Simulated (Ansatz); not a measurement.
Geometry optimisation, Ansatz 0.2.0, DFT PBE, scalar-relativistic, plane waves, PAW.

Input:

```yaml
crystal:
  lattice:
    - [6.42, 0.0, 0.0]
    - [-4.815, 8.339825, 0.0]
    - [0.0, 0.0, 5.21304]
  atoms:
    - { symbol: Mg, position: [0.0, 0.0, 0.0] }
    - { symbol: Mg, position: [0.16666666, 0.22222221, 0.5] }
    - { symbol: Mg, position: [-1.0e-08, 0.33333332, 0.0] }
    - { symbol: Mg, position: [0.16666665, 0.55555553, 0.5] }
    - { symbol: Mg, position: [-2.0e-08, 0.66666664, 0.0] }
    - { symbol: Mg, position: [0.16666664, 0.88888885, 0.5] }
    - { symbol: Mg, position: [0.5, 0.0, 0.0] }
    - { symbol: Mg, position: [0.66666666, 0.22222221, 0.5] }
    - { symbol: Mg, position: [0.49999999, 0.33333332, 0.0] }
    - { symbol: Mg, position: [0.66666665, 0.55555553, 0.5] }
    - { symbol: Mg, position: [0.49999998, 0.66666664, 0.0] }
    - { symbol: Mg, position: [0.66666664, 0.88888885, 0.5] }
    - { symbol: H, position: [-2.52e-06, 0.6606114, 0.35886267] }
basis:
  ecutwfc: 420.0
kpoints:
  mp_grid: { grid: [4, 3, 4] }
hamiltonian:
  xc: pbe
scf:
  occupations: { method: gaussian, width: 0.15 }
  lower_state_search: "off"
relax:
  f_tol: 0.03
  max_steps: 60
  adjacent_minimum: "off"
```

Run as:

```bash
$ ansatz run input.yaml --threads 4 --pin off --max-ram 10240MiB --backend cpu --events-out ev --progress --plain --runs-dir out
```

**Question.** Where does it end, and by what steps?

**Answer.** It converged. Limits of this set-up: coarse k mesh, odd electron count without spin. After 3 steps the energy has fallen by 0.061 eV; H13 moved furthest, 0.21 Å.

```json
{"step": "0", "energy less start (eV)": "0.0000", "largest force component (eV/Å)": "0.378", "accepted": "yes"}
{"step": "1", "energy less start (eV)": "-0.0471", "largest force component (eV/Å)": "0.204", "accepted": "yes"}
{"step": "2", "energy less start (eV)": "-0.0593", "largest force component (eV/Å)": "0.077", "accepted": "yes"}
{"step": "3", "energy less start (eV)": "-0.0610", "largest force component (eV/Å)": "0.019", "accepted": "yes"}
```

```xyz
13
Lattice="6.4200 0.0000 0.0000 -4.8150 8.3398 0.0000 0.0000 0.0000 5.2130" Properties=species:S:1:pos:R:3
Mg 0.000 -0.007 -0.025
Mg -0.016 1.833 2.591
Mg -1.606 2.771 -0.018
Mg -1.549 4.584 2.604
Mg -3.203 5.560 0.028
Mg -3.217 7.492 2.608
Mg 3.217 0.002 -0.036
Mg 3.220 1.861 2.577
Mg 1.606 2.760 -0.027
Mg 1.559 4.592 2.605
Mg 0.003 5.558 -0.032
Mg 0.004 7.410 2.561
H -3.198 5.573 2.074
```

Whether the end is a true minimum wasn't checked by a vibrational analysis.

Run time: 23 s on 4 threads of Intel(R) Xeon(R) Platinum 8259CL CPU @ 2.50GHz (Skylake/Cascade Lake) (shared host), peak memory 0.97 GiB.
